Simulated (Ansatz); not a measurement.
Hf2Pd2Se2Br2O3:

```
CELL_PARAMETERS angstrom
-1.89227 2.67212 12.28423
1.89227 -2.67212 12.28423
1.89227 2.67212 -12.28423
ATOMIC_POSITIONS crystal
Hf 0.92095 0.92095 0.00000
Hf 0.07905 0.07905 0.00000
Pd 0.68332 0.68332 0.00000
Pd 0.31668 0.31668 0.00000
Se 0.61777 0.11777 0.50000
Se 0.38223 0.88223 0.50000
Br 0.78660 0.78660 0.00000
Br 0.21340 0.21340 0.00000
O 0.90121 0.40121 0.50000
O 0.09879 0.59879 0.50000
O 0.00000 0.00000 0.00000
```

The cell was built by a generator and needn't be a form met in nature.

| Property | Result |
| --- | --- |
| Program | Ansatz 0.2.0 |
| Task | relaxation of cell and atoms |
| Functional | r2SCAN |
| Dispersion | D4 |
| Potentials or basis | Ansatz PAW |
| Cutoff | 500 eV (not typed: the program's choice for these potentials) |
| k mesh | 6 × 6 × 6 |
| Occupations | fermi-dirac, width 0.05 eV |
| Spin | no spin polarisation |

At the start: volume 22.59 Å³/atom.

Q: Where does the relaxation end?

A: It ends after 6 steps and the volume is 21.83 Å³/atom (-3.4 %); space group Immm (No. 71, to 0.05 Å).

The path:
```
step  energy change (eV)  largest force (eV/Å)  volume (Å³)
   1              0.0000                0.1383       248.45
   2             -0.0640                0.2014       241.44
   3             -0.0772                0.0278       239.75
   4             -0.0781                0.0097       239.98
   5             -0.0782                0.0049       240.09
   6             -0.0749                0.0050       240.09
```

Final structure:
```xyz
11
Lattice="-1.8708 2.6683 12.0237 1.8708 -2.6683 12.0237 1.8708 2.6683 -12.0237" Properties=species:S:1:pos:R:3 pbc="T T T"
Hf    0.0000    0.0000   22.1201
Hf    0.0000    0.0000    1.9273
Pd    0.0000    0.0000   16.3986
Pd    0.0000    0.0000    7.6487
Se    0.0000    2.6683    2.7753
Se    1.8708    0.0000    9.2484
Br    0.0000    0.0000   18.9271
Br    0.0000    0.0000    5.1203
O     0.0000    2.6683    9.6006
O     1.8708    0.0000    2.4230
O     0.0000    0.0000    0.0000
```

Caveat: the plane-wave basis is chosen anew once the cell has moved, so the energies of steps on either side of that aren't comparable; pairwise dispersion overbinds metals, which lowers pressure and volume; the PAW data sets come from PBE, with cores solved anew for the run's functional, which leaves a small shift of forces and pressure.
